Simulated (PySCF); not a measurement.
# Co₂O: singlet, from a linear start

The task is one start of a wider search on Co₂O: the singlet, from a linear start. It is relaxed, tested by its Hessian and followed downhill if it is a saddle.

Program: PySCF 2.14.0. Level of theory: PBE0, basis O def2-TZVP, Co def2-TZVP, no relativity, density fitting. These are calculated values, not measurements.

### 1 The system as given

3 atoms, charge 0, spin multiplicity 1.

Bond lengths: O1–Co2 1.740 Å, O1–Co3 1.740 Å. Angles: Co2–O1–Co3 180.0°.

Coordinates in bohr (charge 0 multiplicity 1):
```
O     0.0000    0.0000    0.0000
Co    0.0000    0.0000    3.2881
Co    0.0000    0.0000   -3.2881
```

### 2 Relaxation: linear start, singlet

One driver script runs all steps and calls PySCF; scf.py shows how it sets up the SCF of each step. The optimiser is the driver's own. Before each start the driver seeks the lowest SCF state from one or more starting densities and follows internal instabilities, so scf.py alone need not reach the same state.

The program finds D∞h symmetry in the start, which this walk keeps. Threshold on the gradient: 0.0003 Eh/bohr, with a further test on the energy change.

scf.py

```python
from pyscf import gto, scf, dft
mol = gto.M(atom='''
O      0.000000     0.000000     0.000000
Co     0.000000     0.000000     1.740000
Co     0.000000     0.000000    -1.740000''',
    basis={'O': 'def2-TZVP', 'Co': 'def2-TZVP'},
    charge=0, spin=0)
mf = dft.RKS(mol, xc='PBE0')
mf.grids.atom_grid = (50, 194)
aux = {'O': 'def2-universal-JKFIT', 'Co': 'def2-universal-JKFIT'}
mf = mf.density_fit(auxbasis=aux)
mf.kernel()
```

Steps of the walk:

```csv
step,energy (Eh),change (kJ/mol),largest symmetric gradient (Eh/bohr)
0,-2840.036118,0.00,0.02110
1,-2840.037744,-4.27,0.01071
2,-2840.038240,-5.57,0.00147
3,-2840.038249,-5.59,0.00009
4,-2840.038249,-5.60,0.00000
```

The walk took 7.8 s on 4 threads, shared host.

Geometry (Å) and forces (eV/Å) at some steps, with the part that breaks the symmetry left in:

```
step 0
O    0.000   0.000   0.000   0.000   0.000  -1.620
Co   0.000   0.000   1.740   0.000   0.000  -0.275
Co   0.000   0.000  -1.740   0.000   0.000   1.895
step 1
O    0.000   0.000   0.000   0.000  -0.001  -1.689
Co   0.000   0.000   1.713   0.000   0.000   0.293
Co   0.000   0.000  -1.713   0.000   0.000   1.395
step 2
O    0.000   0.000   0.000   0.000   0.000  -1.759
Co   0.000   0.000   1.686   0.000   0.000   0.955
Co   0.000   0.000  -1.686   0.000   0.000   0.804
step 3
O    0.000   0.000   0.000   0.000   0.000  -1.750
Co   0.000   0.000   1.689   0.000   0.000   0.870
Co   0.000   0.000  -1.689   0.000   0.000   0.879
step 4
O    0.000   0.000   0.000  -0.001  -0.001  -1.751
Co   0.000   0.000   1.689   0.001   0.000   0.875
Co   0.000   0.000  -1.689   0.000   0.000   0.875
```

End point (D∞h, 4 steps, 5.6 kJ/mol gained): O–Co 1.689 Å (×2); Co–O–Co 180.0°. A gradient of 0.0341 Eh/bohr that breaks the symmetry is left: this electronic state wants a lower symmetry.

### 3 Relaxing without the symmetry constraint

The geometry is nudged along the force that breaks the symmetry.

The program finds C∞v symmetry in the start, which may break. The walk stops when the largest gradient is under 0.0003 Eh/bohr and the energy has settled too.

scf.py: that of step 2 with these lines changed.

```diff
@@ -3,3 +3,3 @@
-O      0.000000     0.000000     0.000000
-Co     0.000000     0.000000     1.740000
-Co     0.000000     0.000000    -1.740000''',
+O     -0.000001    -0.000001    -0.088051
+Co     0.000017     0.000012     1.700650
+Co    -0.000017    -0.000012    -1.676753''',
```

The optimiser's trace:

```csv
step,energy (Eh),change (kJ/mol),largest gradient (Eh/bohr)
0,-2840.035701,0.00,0.06333
1,-2840.039183,-9.14,0.01516
2,-2840.039428,-9.79,0.00117
3,-2840.039431,-9.79,0.00037
4,-2840.039432,-9.80,0.00016
```

The walk took 8.6 s.

Positions (Å) and forces (eV/Å) along the way:

```
step 0
O    0.000   0.000  -0.088  -0.002  -0.001   3.257
Co   0.000   0.000   1.701   0.002   0.000  -1.041
Co   0.000   0.000  -1.677   0.000   0.000  -2.216
step 1
O    0.000   0.000  -0.057   0.000   0.000   0.779
Co   0.000   0.000   1.692   0.000   0.000  -0.406
Co   0.000   0.000  -1.698   0.000   0.000  -0.374
step 2
O    0.000   0.000  -0.047  -0.001  -0.001   0.054
Co   0.000   0.000   1.684   0.001   0.000  -0.060
Co   0.000   0.000  -1.701   0.000   0.000   0.006
step 3
O    0.000   0.000  -0.046  -0.003  -0.001  -0.008
Co   0.000   0.000   1.682   0.002   0.001  -0.011
Co   0.000   0.000  -1.701   0.001   0.000   0.019
step 4
O    0.000   0.000  -0.046  -0.005  -0.002  -0.007
Co   0.000   0.000   1.682   0.004   0.002  -0.001
Co   0.000   0.000  -1.700   0.001   0.001   0.008
```

It settles in C∞v symmetry, 9.8 kJ/mol below the start, after 4 steps: O–Co 1.654 Å, O–Co 1.728 Å; Co–O–Co 179.9°.

### 4 Vibrations and properties at this point

On the finer grid the gradient is checked again; gradients at displacements of ±0.01 bohr then give force constants and infrared intensities.

scf.py: that of step 3 with these lines changed.

```diff
@@ -3,3 +3,3 @@
-O     -0.000001    -0.000001    -0.088051
-Co     0.000017     0.000012     1.700650
-Co    -0.000017    -0.000012    -1.676753''',
+O     -0.000000    -0.000000    -0.032398
+Co     0.000015     0.000011     1.695215
+Co    -0.000015    -0.000011    -1.686380''',
@@ -9 +9 @@
-mf.grids.atom_grid = (50, 194)
+mf.grids.atom_grid = (75, 302)
```

This SCF starts from the last density.

Log of the central SCF (cycles and frontier levels):

```text
init E= -2840.03923700391
  HOMO = -0.156551965973966  LUMO = -0.0907293113715699  gap/eV = 1.79113
cycle= 1 E= -2840.03923692054  delta_E= 8.34e-08  |g|= 0.000849  |ddm|= 0.000395
  HOMO = -0.156766281315608  LUMO = -0.0906615215365653  gap/eV = 1.79880
cycle= 2 E= -2840.03923380754  delta_E= 3.11e-06  |g|= 0.0052  |ddm|= 0.00238
  HOMO = -0.156576726062709  LUMO = -0.0907145326551295  gap/eV = 1.79220
cycle= 3 E= -2840.03923700324  delta_E= -3.2e-06  |g|= 0.00018  |ddm|= 0.00205
  HOMO = -0.15658105438307  LUMO = -0.0907186555090276  gap/eV = 1.79221
cycle= 4 E= -2840.03923700653  delta_E= -3.29e-09  |g|= 7.6e-06  |ddm|= 6.76e-05
  HOMO = -0.156581068255782  LUMO = -0.0907187981641659  gap/eV = 1.79220
cycle= 5 E= -2840.03923700656  delta_E= -2.91e-11  |g|= 5.47e-06  |ddm|= 7.24e-06
  HOMO = -0.156580644815932  LUMO = -0.0907193322830784  gap/eV = 1.79218
Extra cycle  E= -2840.03923700661  delta_E= -4.41e-11  |g|= 1.56e-05  |ddm|= 2.32e-05
converged SCF energy = -2840.03923700661
```

The whole step took 29 s.

Geometry: C∞v; O–Co 1.654 Å, O–Co 1.728 Å; Co–O–Co 180.0°.

Modes, for the most abundant isotopes:

```
ω (cm⁻¹)  IR (km/mol)
    195i          5.3
     31i         64.5
     330          1.8
     965          257
```

With 2 modes imaginary (up to 195i cm⁻¹) this point is a saddle.

Here the density breaks the symmetry of the frame, and no labels are given; pairs that should be degenerate can split.

Constants and moments:

| Item | Value |
| --- | --- |
| Dipole moment | 2.34 D |
| Highest occupied level | -4.26 eV |
| Lowest empty level | -2.47 eV |
| Rotational constants | 0.05003 cm⁻¹ |
| Zero-point energy (real modes) | 7.7 kJ/mol |
| Principal polarisabilities | 39.0, 124.4, 140.4 bohr³ |
| Atomisation energy without zero-point energy | 123 kJ/mol |
| Principal traceless quadrupole moments about the centre of mass | -9.55, -7.83, 17.38 D Å |

Populations by atom (charges in e):

| atom | Mulliken | Löwdin | polar tensor | Mayer order to O1 |
| --- | --- | --- | --- | --- |
| O1 | -0.79 | -0.31 | -1.06 | – |
| Co2 | 0.50 | 0.29 | 0.69 | 0.80 |
| Co3 | 0.29 | 0.02 | 0.37 | 1.29 |

Outer orbital energies (eV). occupied: -6.15, -5.77, -5.34, -5.19, -4.92, -4.82, -4.43, -4.26; empty: -2.47, -1.39, -1.30, -0.56.

Mulliken populations on O1: s 3.90, p 4.87, d 0.02, f 0.00.

### 5 Leaving the saddle point

The start is the last point, displaced along its most imaginary mode.

The program finds Cs symmetry in the start, which this walk keeps. The walk stops when the largest gradient is under 0.0003 Eh/bohr and the energy has settled too.

scf.py: that of step 4 with these lines changed.

```diff
@@ -3,3 +3,3 @@
-O     -0.000000    -0.000000    -0.032398
-Co     0.000015     0.000011     1.695215
-Co    -0.000015    -0.000011    -1.686380''',
+O      0.108364     0.051547    -0.032418
+Co    -0.014370    -0.006832     1.695197
+Co    -0.015041    -0.007159    -1.686399''',
@@ -9 +9 @@
-mf.grids.atom_grid = (75, 302)
+mf.grids.atom_grid = (50, 194)
```

The optimiser's trace:

| step | energy (Eh) | change (kJ/mol) | largest symmetric gradient (Eh/bohr) |
| --- | --- | --- | --- |
| 0 | -2840.040013 | 0.00 | 0.00391 |
| 1 | -2840.040272 | -0.68 | 0.00480 |
| 2 | -2840.040602 | -1.55 | 0.00568 |
| 3 | -2840.041043 | -2.71 | 0.00654 |
| 4 | -2840.041627 | -4.24 | 0.00733 |
| 5 | -2840.042371 | -6.19 | 0.00792 |
| 6 | -2840.043274 | -8.56 | 0.00827 |
| 7 | -2840.044325 | -11.32 | 0.00839 |
| 8 | -2840.045511 | -14.44 | 0.00881 |
| 9 | -2840.046819 | -17.87 | 0.01054 |
| 10 | -2840.048227 | -21.57 | 0.01214 |
| 11 | -2840.049707 | -25.45 | 0.01320 |
| 12 | -2840.051193 | -29.35 | 0.01332 |
| 13 | -2840.064483 | -64.25 | 0.04118 |
| 14 | -2840.070889 | -81.07 | 0.05998 |
| 15 | -2840.085848 | -120.34 | 0.01129 |
| 16 | -2840.086050 | -120.87 | 0.01045 |
| 17 | -2840.086537 | -122.15 | 0.01074 |
| 18 | -2840.086754 | -122.72 | 0.00434 |
| 19 | -2840.086825 | -122.90 | 0.00100 |
| 20 | -2840.086830 | -122.92 | 0.00046 |
| 21 | -2840.086831 | -122.92 | 0.00011 |

The walk took 56 s.

It settles in C2v symmetry, 122.9 kJ/mol below the start, after 21 steps: Co–Co 2.235 Å, O–Co 1.660 Å (×2); Co–Co–O 47.7° (×2), Co–O–Co 84.6°.

### 6 Is it a minimum? Harmonic modes

As before: finer grid, then central differences.

scf.py: that of step 5 with these lines changed.

```diff
@@ -3,3 +3,3 @@
-O      0.108364     0.051547    -0.032418
-Co    -0.014370    -0.006832     1.695197
-Co    -0.015041    -0.007159    -1.686399''',
+O      0.976712     0.464609    -0.017018
+Co    -0.116856    -0.055584     1.119540
+Co    -0.148602    -0.070691    -1.114915''',
@@ -9 +9 @@
-mf.grids.atom_grid = (50, 194)
+mf.grids.atom_grid = (75, 302)
```

SCF at the final geometry:

```text
init E= -2840.08664405672
  HOMO = -0.182223066670293  LUMO = -0.0877609092586162  gap/eV = 2.57045
cycle= 1 E= -2840.08664355115  delta_E= 5.06e-07  |g|= 0.00217  |ddm|= 0.000642
  HOMO = -0.182227823654338  LUMO = -0.0877604134645734  gap/eV = 2.57059
cycle= 2 E= -2840.08650693905  delta_E= 0.000137  |g|= 0.0357  |ddm|= 0.0105
  HOMO = -0.182225259876772  LUMO = -0.0877622617163368  gap/eV = 2.57047
cycle= 3 E= -2840.08664405829  delta_E= -0.000137  |g|= 5.13e-05  |ddm|= 0.00991
  HOMO = -0.182223321915215  LUMO = -0.087761043872974  gap/eV = 2.57045
cycle= 4 E= -2840.08664405862  delta_E= -3.33e-10  |g|= 8.26e-06  |ddm|= 1.68e-05
  HOMO = -0.182223623402637  LUMO = -0.0877613319081814  gap/eV = 2.57045
cycle= 5 E= -2840.08664405865  delta_E= -2.36e-11  |g|= 8.4e-06  |ddm|= 7.49e-06
  HOMO = -0.182223093885609  LUMO = -0.0877606256972733  gap/eV = 2.57045
Extra cycle  E= -2840.08664405718  delta_E= 1.47e-09  |g|= 0.000117  |ddm|= 3.48e-05
SCF not converged.
init E= -2840.08664405672
  HOMO = -0.182223059962724  LUMO = 0.21223908405752  gap/eV = 10.73386
cycle= 1 E= -2840.08664401179  delta_E= 4.49e-08  |g|= 0.000707  |ddm|= 0.000199
  HOMO = -0.182224837486606  LUMO = 0.21223816518779  gap/eV = 10.73389
cycle= 2 E= -2840.08664286095  delta_E= 1.15e-06  |g|= 0.00359  |ddm|= 0.000992
  HOMO = -0.182224080745888  LUMO = 0.212238529047941  gap/eV = 10.73387
cycle= 3 E= -2840.08664367311  delta_E= -8.12e-07  |g|= 0.00187  |ddm|= 0.00039
  HOMO = -0.182224056723881  LUMO = 0.212238547059627  gap/eV = 10.73387
cycle= 4 E= -2840.08664389486  delta_E= -2.22e-07  |g|= 0.00119  |ddm|= 0.000173
  HOMO = -0.182224037161513  LUMO = 0.212238561788682  gap/eV = 10.73387
cycle= 5 E= -2840.0866439822  delta_E= -8.73e-08  |g|= 0.000805  |ddm|= 0.000106
  HOMO = -0.182223608234956  LUMO = 0.212238829495246  gap/eV = 10.73387
cycle= 6 E= -2840.0866440213  delta_E= -3.91e-08  |g|= 0.00056  |ddm|= 7.2e-05
  HOMO = -0.182223537678491  LUMO = 0.212238881688553  gap/eV = 10.73387
cycle= 7 E= -2840.08664403993  delta_E= -1.86e-08  |g|= 0.000395  |ddm|= 5.14e-05
  HOMO = -0.182223601971893  LUMO = 0.212238825523621  gap/eV = 10.73387
cycle= 8 E= -2840.08664404908  delta_E= -9.15e-09  |g|= 0.000281  |ddm|= 3.73e-05
  HOMO = -0.182223469236364  LUMO = 0.212238939098331  gap/eV = 10.73387
cycle= 9 E= -2840.08664405361  delta_E= -4.52e-09  |g|= 0.000204  |ddm|= 2.69e-05
  HOMO = -0.182223532924954  LUMO = 0.212238843929828  gap/eV = 10.73387
cycle= 10 E= -2840.08664405597  delta_E= -2.36e-09  |g|= 0.000147  |ddm|= 1.99e-05
  HOMO = -0.182223537735151  LUMO = 0.212238849412936  gap/eV = 10.73387
cycle= 11 E= -2840.08664405722  delta_E= -1.25e-09  |g|= 0.000107  |ddm|= 1.5e-05
  HOMO = -0.182223462230331  LUMO = 0.212238911671706  gap/eV = 10.73387
cycle= 12 E= -2840.08664405787  delta_E= -6.52e-10  |g|= 7.75e-05  |ddm|= 1.19e-05
  HOMO = -0.182223445260956  LUMO = 0.212238925018735  gap/eV = 10.73387
cycle= 13 E= -2840.08664405822  delta_E= -3.44e-10  |g|= 5.6e-05  |ddm|= 9.07e-06
  HOMO = -0.18222338834284  LUMO = 0.212238962929679  gap/eV = 10.73387
cycle= 14 E= -2840.0866440584  delta_E= -1.85e-10  |g|= 4.18e-05  |ddm|= 9.45e-06
  HOMO = -0.182223370643315  LUMO = 0.212238976403839  gap/eV = 10.73387
cycle= 15 E= -2840.08664405851  delta_E= -1.04e-10  |g|= 3.22e-05  |ddm|= 8.75e-06
  HOMO = -0.182223360527165  LUMO = 0.212238988624933  gap/eV = 10.73387
cycle= 16 E= -2840.08664405858  delta_E= -6.91e-11  |g|= 2.46e-05  |ddm|= 6.7e-06
  HOMO = -0.182223321467299  LUMO = 0.212239025181004  gap/eV = 10.73387
cycle= 17 E= -2840.0866440586  delta_E= -2.27e-11  |g|= 2.07e-05  |ddm|= 8.01e-06
  HOMO = -0.182223305119006  LUMO = 0.212239038691577  gap/eV = 10.73387
cycle= 18 E= -2840.08664405863  delta_E= -3.37e-11  |g|= 1.77e-05  |ddm|= 7.41e-06
  HOMO = -0.182223311373924  LUMO = 0.212239033232166  gap/eV = 10.73387
cycle= 19 E= -2840.08664405865  delta_E= -2.09e-11  |g|= 1.54e-05  |ddm|= 6.92e-06
  HOMO = -0.182223288944637  LUMO = 0.212239051681948  gap/eV = 10.73387
cycle= 20 E= -2840.08664405866  delta_E= -1e-11  |g|= 1.3e-05  |ddm|= 6.01e-06
  HOMO = -0.182223267428372  LUMO = 0.212239073029431  gap/eV = 10.73387
cycle= 21 E= -2840.08664405866  delta_E=    0  |g|= 1.35e-05  |ddm|= 8.51e-06
  HOMO = -0.182223253852642  LUMO = 0.212239082541174  gap/eV = 10.73387
cycle= 22 E= -2840.08664405869  delta_E= -2.59e-11  |g|= 1.18e-05  |ddm|= 6.32e-06
  HOMO = -0.18222320598284  LUMO = 0.212239135282985  gap/eV = 10.73387
cycle= 23 E= -2840.08664405867  delta_E= 1.55e-11  |g|= 1.91e-05  |ddm|= 1.69e-05
  HOMO = -0.182223215849615  LUMO = 0.212239121904053  gap/eV = 10.73387
cycle= 24 E= -2840.08664405869  delta_E= -2e-11  |g|= 1.75e-05  |ddm|= 9.36e-06
  HOMO = -0.182223241857369  LUMO = 0.212239106244565  gap/eV = 10.73387
cycle= 25 E= -2840.08664405873  delta_E= -3.41e-11  |g|= 1.12e-05  |ddm|= 3.32e-06
  HOMO = -0.182223205406371  LUMO = 0.212239129267598  gap/eV = 10.73387
cycle= 26 E= -2840.08664405873  delta_E= -3.18e-12  |g|= 1.57e-05  |ddm|= 1.34e-05
  HOMO = -0.182223189020652  LUMO = 0.212239141429602  gap/eV = 10.73387
cycle= 27 E= -2840.08664405874  delta_E= -6.37e-12  |g|= 1.73e-05  |ddm|= 1.28e-05
  HOMO = -0.18222318959412  LUMO = 0.212239143890041  gap/eV = 10.73387
cycle= 28 E= -2840.08664405874  delta_E= 1.36e-12  |g|= 1.86e-05  |ddm|= 1.34e-05
  HOMO = -0.182223199394594  LUMO = 0.212239135579464  gap/eV = 10.73387
cycle= 29 E= -2840.08664405876  delta_E= -2e-11  |g|= 1.83e-05  |ddm|= 1.23e-05
  HOMO = -0.182223196720337  LUMO = 0.212239138574016  gap/eV = 10.73387
cycle= 30 E= -2840.08664405877  delta_E= -1.5e-11  |g|= 1.64e-05  |ddm|= 1.01e-05
  HOMO = -0.18222321293344  LUMO = 0.212239124849733  gap/eV = 10.73387
cycle= 31 E= -2840.08664405877  delta_E= 1.36e-12  |g|= 1.69e-05  |ddm|= 1.29e-05
  HOMO = -0.182223232654811  LUMO = 0.212239109186755  gap/eV = 10.73387
cycle= 32 E= -2840.0866440588  delta_E= -3.37e-11  |g|= 1.79e-05  |ddm|= 1.47e-05
  HOMO = -0.182223180680539  LUMO = 0.212239145154177  gap/eV = 10.73387
cycle= 33 E= -2840.08664405881  delta_E= -7.28e-12  |g|= 1.59e-05  |ddm|= 1.04e-05
  HOMO = -0.18222326150612  LUMO = 0.212239085664371  gap/eV = 10.73387
cycle= 34 E= -2840.08664405883  delta_E= -1.55e-11  |g|= 1.64e-05  |ddm|= 1.25e-05
  HOMO = -0.182223300205633  LUMO = 0.212239057236881  gap/eV = 10.73387
cycle= 35 E= -2840.08664405883  delta_E= -2.73e-12  |g|= 1.84e-05  |ddm|= 1.42e-05
  HOMO = -0.182223310635295  LUMO = 0.212239043805422  gap/eV = 10.73387
cycle= 36 E= -2840.08664405881  delta_E= 2e-11  |g|= 2.22e-05  |ddm|= 1.71e-05
  HOMO = -0.182223298429411  LUMO = 0.212239053078413  gap/eV = 10.73387
cycle= 37 E= -2840.08664405883  delta_E= -2.18e-11  |g|= 1.71e-05  |ddm|= 8.26e-06
  HOMO = -0.182223305085524  LUMO = 0.212239044574562  gap/eV = 10.73387
cycle= 38 E= -2840.08664405883  delta_E= -2.73e-12  |g|= 1.91e-05  |ddm|= 1.4e-05
  HOMO = -0.182223217087052  LUMO = 0.212239126883041  gap/eV = 10.73387
cycle= 39 E= -2840.08664405882  delta_E= 1.55e-11  |g|= 2.59e-05  |ddm|= 2.15e-05
  HOMO = -0.182223226898798  LUMO = 0.212239119438674  gap/eV = 10.73387
cycle= 40 E= -2840.08664405885  delta_E= -3.46e-11  |g|= 2.2e-05  |ddm|= 1.15e-05
  HOMO = -0.182223251477683  LUMO = 0.212239104058109  gap/eV = 10.73387
cycle= 41 E= -2840.08664405889  delta_E= -3.59e-11  |g|= 8.63e-06  |ddm|= 7.06e-06
  HOMO = -0.182223285736279  LUMO = -0.0877609627071033  gap/eV = 2.57045
Extra cycle  E= -2840.08664405638  delta_E= 2.51e-09  |g|= 0.000153  |ddm|= 4.63e-05
SCF not converged.
  HOMO = -0.182223371530254  LUMO = -0.0877609186099551  gap/eV = 2.57045
macro= 0  E= -2840.08664405889  delta_E= -2.50429e-09  |g|= 0.000152823  1 KF 3 JK
macro= 1  E= -2840.08664405889  delta_E= -6.82121e-12  |g|= 3.76622e-06  1 KF 2 JK
macro X = 2  E=-2840.08664405889  |g|= 3.76622e-06  total 3 KF 8 JK
converged SCF energy = -2840.08664405889
```

The whole step took 46 s on 4 threads, shared host.

Geometry: C2v; Co–Co 2.235 Å, O–Co 1.661 Å (×2); Co–Co–O 47.7° (×2), Co–O–Co 84.6°.

Harmonic modes (main isotopes):

| symmetry | ω (cm⁻¹) | IR (km/mol) |
| --- | --- | --- |
| a1 | 286 | 6.9 |
| b2 | 437 | 25.1 |
| a1 | 803 | 103 |

All wavenumbers are real: a minimum.

Constants and moments:

```yaml
Dipole_moment: 2.34 D
Highest_occupied_level: -4.96 eV
Lowest_empty_level: -2.39 eV
Rotational_constants: 0.7928, 0.1146, 0.1001 cm⁻¹
Zero-point_energy: 9.1 kJ/mol
Principal_polarisabilities: 45.4, 51.5, 104.1 bohr³
Atomisation_energy_without_zero-point_energy: 247 kJ/mol
Principal_traceless_quadrupole_moments_about_the_centre_of_mass: -6.54, -6.07, 12.62 D Å
Entropy_at_298.15_K_and_1_bar: 278.1 J/(mol K)
Heat_capacity_Cp_at_298.15_K: 48.9 J/(mol K)
Enthalpy_at_298.15_K_above_0_K: 11.99 kJ/mol
Rotational_symmetry_number: 2
```

Charges (e) and bond orders:

```json
{"atom": "O1", "Mulliken": "-0.66", "Löwdin": "-0.15", "polar tensor": "-0.37", "Mayer order to O1": "–"}
{"atom": "Co2,3", "Mulliken": "0.33", "Löwdin": "0.07", "polar tensor": "0.18", "Mayer order to O1": "1.16"}
```

Mulliken populations on O1: s 3.94, p 4.68, d 0.04, f 0.00.

### 7 All stationary points

| spin | group | bonds | imaginary modes (cm⁻¹) | ΔE (kJ/mol) | with zero-point energy |
| --- | --- | --- | --- | --- | --- |
| singlet | C2v | Co–Co 2.235 Å, O–Co 1.661 Å (×2) | none | 0.0 | 0.0 |
| singlet | C∞v (density of lower symmetry) | O–Co 1.654 Å, O–Co 1.728 Å | 195i, 31i | 124.5 | – |

### 8 Outcome

| quantity | value |
| --- | --- |
| minimum | singlet, C2v |
| geometry | Co–Co 2.235 Å, O–Co 1.661 Å (×2); Co–Co–O 47.7° (×2), Co–O–Co 84.6° |
| wavenumbers (cm⁻¹) | 286 (a1), 437 (b2), 803 (a1) |
| dipole moment | 2.34 D |
| highest occupied, lowest empty level | -4.96, -2.39 eV |
| polar-tensor charge of O1 | -0.37 e |
| zero-point energy | 9.1 kJ/mol |
| entropy at 298.15 K | 278.1 J/(mol K) |
| atomisation energy (no zero-point energy) | 247 kJ/mol |

In words: The linear start (D∞h) ends in a minimum of C2v symmetry, after a stop at a second-order saddle point 124.5 kJ/mol higher, from which it was pushed off along an imaginary mode. In the infrared the band at 803 cm⁻¹ (a1) leads. Other starts or spin states, not run here, may lie lower. The stability of the closed-shell solution was not tested.

The search up to here took 2.7 min.
